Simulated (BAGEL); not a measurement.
# HF/STO-3G (density fitting with cc-pvqz-jkfit) run of SF6 (sulfur hexafluoride)

Aim: the vertical singlet–triplet gap of SF6 (sulfur hexafluoride) at HF/STO-3G (density fitting with cc-pvqz-jkfit), from 2 runs. 

The calculation is run with BAGEL 1.2.2.

5 further runs of the same task are left out: 2 that didn't finish, 3 set aside as unsound or not needed. Runs told in other sessions of the task aren't counted.

**1. Starting point**

The species is SF6 (7 atoms), meant as a singlet with charge 0. SMILES: `FS(F)(F)(F)(F)F`. The coordinates come from a PBE0-D4/def2-TZVP relaxation.

Bond lengths: F1–S2 1.565 Å, S2–F3 1.565 Å, S2–F4 1.565 Å, S2–F5 1.565 Å, S2–F6 1.565 Å, S2–F7 1.565 Å. Some angles: F1–S2–F3 90.0°, F1–S2–F4 90.0°, F1–S2–F5 180.0°, F1–S2–F6 90.0°, F1–S2–F7 90.0°, F3–S2–F4 180.0°, F3–S2–F5 90.0°, F3–S2–F6 90.0°, F3–S2–F7 90.0°, F4–S2–F5 90.0°.

**2. A single-point energy at HF/STO-3G (density fitting with cc-pvqz-jkfit)**

Input file job.json:

```json
{ "bagel" : [

{
  "title" : "molecule",
  "basis" : "sto-3g",
  "df_basis" : "cc-pvqz-jkfit",
  "angstrom" : true,
  "geometry" : [
    { "atom" : "F", "xyz" : [   -0.566040,   -1.308390,    0.646140 ] },
    { "atom" : "S", "xyz" : [    0.000000,    0.000000,    0.000000 ] },
    { "atom" : "F", "xyz" : [    1.164640,    0.012530,    1.045590 ] },
    { "atom" : "F", "xyz" : [   -1.164600,   -0.012550,   -1.045640 ] },
    { "atom" : "F", "xyz" : [    0.565990,    1.308430,   -0.646120 ] },
    { "atom" : "F", "xyz" : [   -0.879260,    0.858880,    0.969040 ] },
    { "atom" : "F", "xyz" : [    0.879260,   -0.858900,   -0.969010 ] }
  ]
},
{ "title" : "hf" },
{ "title" : "print", "file" : "orbitals.molden", "orbitals" : true }

]}
```

Run with:

```bash
$ BAGEL_NUM_THREADS=1 BAGEL job.json > job.out
```

Output:

```text
* using 1 threads per process

  ===============================================================
  ===============================================================

  *** Geometry ***

  { "atom" : "F", "xyz" : [     -1.069661,     -2.472499,      1.221028 ] },
  { "atom" : "S", "xyz" : [      0.000000,      0.000000,      0.000000 ] },
  { "atom" : "F", "xyz" : [      2.200851,      0.023678,      1.975879 ] },
  { "atom" : "F", "xyz" : [     -2.200775,     -0.023716,     -1.975973 ] },
  { "atom" : "F", "xyz" : [      1.069566,      2.472574,     -1.220990 ] },
  { "atom" : "F", "xyz" : [     -1.661561,      1.623048,      1.831220 ] },
  { "atom" : "F", "xyz" : [      1.661561,     -1.623086,     -1.831164 ] },

  Number of auxiliary basis functions:      784

  Since a DF basis is specified, we compute 2- and 3-index integrals:
    o Being stored without compression. Storage requirement is 0.010 GB

  Number of basis functions:       39
  Number of electrons      :       70

    * METHOD: MOLECULE                             0.58

  *** RHF ***

  === Nuclear Repulsion ===
   565.5640937984

      * DIIS with orbital gradients will be used.

  === RHF iteration (sto-3g) ===
      0       -980.54472217          0.02560041           0.11
      1       -980.89057099          0.00440846           0.10
      2       -980.89930875          0.00074210           0.10
      3       -980.89995231          0.00009189           0.10
      4       -980.89996251          0.00000743           0.09
      5       -980.89996254          0.00000032           0.10
      6       -980.89996254          0.00000003           0.10
      7       -980.89996254          0.00000000           0.10
    * SCF iteration converged.

    * Permanent dipole moment:
           (   -0.000009,    -0.000002,     0.000000) a.u.

    * METHOD: HF                                   0.97

    * METHOD: PRINT                                0.00

  ===============================================================
```

It took 1.7 s on 1 thread of Arm Neoverse V1, shared host; peak memory 0.099 GiB.

**3. The triplet**

Input file input.json:

```json
{ "bagel": [

{
  "title": "molecule",
  "basis": "sto-3g",
  "df_basis": "cc-pvqz-jkfit",
  "angstrom": "true",
  "geometry": [
    { "atom": "F", "xyz": [   -0.566040,   -1.308390,    0.646140 ] },
    { "atom": "S", "xyz": [    0.000000,    0.000000,    0.000000 ] },
    { "atom": "F", "xyz": [    1.164640,    0.012530,    1.045590 ] },
    { "atom": "F", "xyz": [   -1.164600,   -0.012550,   -1.045640 ] },
    { "atom": "F", "xyz": [    0.565990,    1.308430,   -0.646120 ] },
    { "atom": "F", "xyz": [   -0.879260,    0.858880,    0.969040 ] },
    { "atom": "F", "xyz": [    0.879260,   -0.858900,   -0.969010 ] }
  ]
},
{
  "title": "uhf",
  "nopen": 2
},
{
  "title": "print",
  "file": "orbitals.molden",
  "orbitals": "true"
}

]}
```

Run with:

```bash
$ BAGEL_NUM_THREADS=1 BAGEL input.json > input.out
```

Output:

```text
* using 1 threads per process

  ===============================================================
  ===============================================================

  *** Geometry ***

  { "atom" : "F", "xyz" : [     -1.069661,     -2.472499,      1.221028 ] },
  { "atom" : "S", "xyz" : [      0.000000,      0.000000,      0.000000 ] },
  { "atom" : "F", "xyz" : [      2.200851,      0.023678,      1.975879 ] },
  { "atom" : "F", "xyz" : [     -2.200775,     -0.023716,     -1.975973 ] },
  { "atom" : "F", "xyz" : [      1.069566,      2.472574,     -1.220990 ] },
  { "atom" : "F", "xyz" : [     -1.661561,      1.623048,      1.831220 ] },
  { "atom" : "F", "xyz" : [      1.661561,     -1.623086,     -1.831164 ] },

  Number of auxiliary basis functions:      784

  Since a DF basis is specified, we compute 2- and 3-index integrals:
    o Being stored without compression. Storage requirement is 0.010 GB

  Number of basis functions:       39
  Number of electrons      :       70

    * METHOD: MOLECULE                             0.59

  *** Open-shell HF ***

  === Nuclear Repulsion ===
   565.5640937984

      * DIIS with orbital gradients will be used.

  === UHF iteration (sto-3g) ===
      0       -980.21920667          0.03621941           0.21
      1       -980.42332587          0.00552655           0.20
      2       -980.42882800          0.00106945           0.21
      3       -980.42971380          0.00047138           0.21
      4       -980.43006164          0.00011823           0.18
      5       -980.43010376          0.00003843           0.20
      6       -980.43010780          0.00004982           0.21
      7       -980.43010610          0.00003555           0.20
      8       -980.43010512          0.00001027           0.21
      9       -980.43010527          0.00000418           0.21
[... 67 lines of this table left out ...]
     77       -980.43010532          0.00000002           0.21
     78       -980.43010532          0.00000001           0.19
     79       -980.43010532          0.00000001           0.21
     80       -980.43010532          0.00000001           0.20
    * SCF iteration converged.

    * S^2 (UHF) is 2.0179

    * Permanent dipole moment:
           (   -0.000021,     0.000080,    -0.000012) a.u.

    * METHOD: UHF                                 16.65

    * METHOD: PRINT                                0.00

  ===============================================================
```

Wall time 17 s (1 thread of Arm Neoverse V1, shared host); peak memory 0.099 GiB.

**4. Results**

At HF/STO-3G (density fitting with cc-pvqz-jkfit):

```
                                        quantity          value
                           singlet: total energy  -980.89996 Eh
                          singlet: dipole moment         0.00 D
                            singlet: HOMO energy      -11.60 eV
                            singlet: LUMO energy        9.67 eV
                          singlet: HOMO–LUMO gap       21.27 eV
                           triplet: total energy  -980.43011 Eh
                          triplet: dipole moment         0.00 D
                                   triplet: ⟨S²⟩          2.018
vertical energy of the triplet above the singlet      12.785 eV
```

**Reading.** At this shape the triplet lies 12.79 eV (1234 kJ/mol) above the singlet. In a minimal basis such a difference can be off by several eV, whatever the method.
